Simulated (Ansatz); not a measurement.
# W: the cost of one run

Program: Ansatz 0.2.0. Level of theory: DFT PBEsol, scalar-relativistic, plane waves, PAW. These are calculated values, not measurements.

26 further runs of the same task are left out: 26 set aside as unsound or not needed.

**1. Starting point**

It takes space group Fm-3m (No. 225, cubic). Conventional cell: a = 3.998 Å, b = 3.998 Å, c = 3.998 Å, α = 90.00°, β = 90.00°, γ = 90.00°. W (site symmetry m-3m) has 12 W at 2.83 Å as nearest neighbours.

As a file:

```
W
1.0
     0.00000    1.99913    1.99913
     1.99913    0.00000    1.99913
     1.99913    1.99913    0.00000
W
1
Direct
  0.00000 0.00000 0.00000
```

This cell was relaxed beforehand with the same method: volume 15.98 Å³/atom, gap on the mesh none (metal).

**2. What is varied**

The energy is mapped over volume and the cell's shape.

First coordinate, volume per atom: 7 values from 14.70 to 17.26 Å³. Second coordinate, c/a of the conventional cell: 9 values from 0.629 to 1.167.

Nothing else is relaxed (symmetry fixes all fractional coordinates). Energies count from the relaxed crystal. Points are written as (first, second).

**3. The run at (14.70 Å³, 0.734)**

File input.yaml:

```yaml
crystal:
  lattice:
    - [0.0, 2.1551679399, 1.5825398183]
    - [2.1551679399, 0.0, 1.5825398183]
    - [2.1551679399, 2.1551679399, 0.0]
  atoms:
    - { symbol: W, position: [0.0, 0.0, 0.0] }
basis:
  ecutwfc: 420
kpoints:
  mp_grid: { grid: [22, 22, 22] }
hamiltonian:
  xc: pbesol
  pseudopotentials: { kind: paw, azcp: { folder: soft_1 } }
scf:
  occupations: { method: gaussian, width: 0.15 }
output:
  forces: true
  stress: true
  eigenvalues: true
```

Command:

```sh
$ ansatz run input.yaml --threads 1 --pin off --max-ram 2048MiB --backend cpu --events-out ev --progress --plain --runs-dir out
```

Q: Estimate wall time and peak memory on 1 thread of Intel Xeon Platinum 8488C (Sapphire Rapids), shared host.

About 7.4 s, with a peak of 0.47 GiB.
